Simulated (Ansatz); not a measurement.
**SnO2: an axial (c/a) deformation path**

One table from this session's results is given with a row withheld; the runs are named, their logs left out.

Computed with Ansatz 0.2.0 (DFT LDA, scalar-relativistic, plane waves, PAW, unless a step's input says otherwise).

**The system as given**

Symmetry: R-3m, No. 166, trigonal system. The conventional cell has a = 3.208 Å, b = 3.208 Å, c = 12.244 Å, α = 90.00°, β = 90.00°, γ = 120.00°. Sn (site symmetry -3m) is surrounded by 6 O at 2.09 Å. O (site symmetry 3m) is surrounded by 3 Sn at 2.09 Å.

Coordinates:

```
Sn O
1.0
     1.60392    0.92602    4.08138
    -1.60392    0.92602    4.08138
     0.00000   -1.85204    4.08138
Sn O
1 2
Direct
  0.50000 0.50000 0.50000
  0.24519 0.24519 0.24519
  0.75481 0.75481 0.75481
```

It goes back to an entry of the Materials Project, which need not be the stable form.

This cell was relaxed beforehand with the same method: volume 12.12 Å³/atom, gap on the mesh 1.56 eV.

The first run:

The input, input.yaml:

```yaml
crystal:
  lattice:
    - [1.6039156916, 0.9260211563, 4.0813809037]
    - [-1.6039156916, 0.9260211563, 4.0813809037]
    - [0.0, -1.8520423126, 4.0813809037]
  atoms:
    - { symbol: Sn, position: [0.5, 0.5, 0.5] }
    - { symbol: O, position: [0.2451905456, 0.2451905456, 0.2451905456] }
    - { symbol: O, position: [0.7548094544, 0.7548094544, 0.7548094544] }
basis:
  ecutwfc: 420
kpoints:
  mp_grid: { grid: [12, 12, 12] }
hamiltonian:
  xc: lda
scf:
  occupations: { method: gaussian, width: 0.05 }
output:
  forces: true
  stress: true
  eigenvalues: true
```

Started as:

```bash
$ ansatz run input.yaml --threads 1 --pin off --max-ram 2560MiB --backend cpu --events-out ev --progress --plain --runs-dir out
```

Among the steps run: The undisturbed cell; ρ = 0.850; At ρ = 1.200; Point ρ = 0.920; Point ρ = 1.100; At ρ = 0.960; ρ = 1.050; ρ = 0.800; ρ = 1.300.

One of the session's tables, all rows but one given; the rest of the session is left out.

| ρ | ΔE (meV/atom) | pressure (GPa) | gap on the mesh (eV) |
| --- | --- | --- | --- |
| 0.800 | 81.5 | -13.5 | 0.13 |
| 0.850 | 50.8 | -10.2 | 0.50 |
| 0.920 | 15.8 | -5.5 | 0.97 |
| 0.960 | 4.1 | -2.8 | 1.26 |
| 1.000 | 0.0 | 0.0 | 1.56 |
| 1.050 | ? | ? | ? |
| 1.100 | 27.0 | 6.8 | 2.22 |
| 1.200 | 107.6 | 13.2 | 2.70 |
| 1.300 | 238.8 | 19.1 | 3.04 |

Estimate the missing values for ρ = 1.050.

Worked estimate for «ΔE (meV/atom)». A straight line through the neighbours (1.000, 0.0) and (1.100, 27.0) gives 0.0 + (27.0 − 0.0) × (1.050 − 1.000) / (1.100 − 1.000) = 13.5; a parabola fitted to 4 rows on both sides gives 6.8.

The run gave: ΔE (meV/atom): 6.7; pressure (GPa): 3.4; gap on the mesh (eV): 1.91. In «ΔE (meV/atom)» the line misses by +6.8 and the parabola by +0.1.
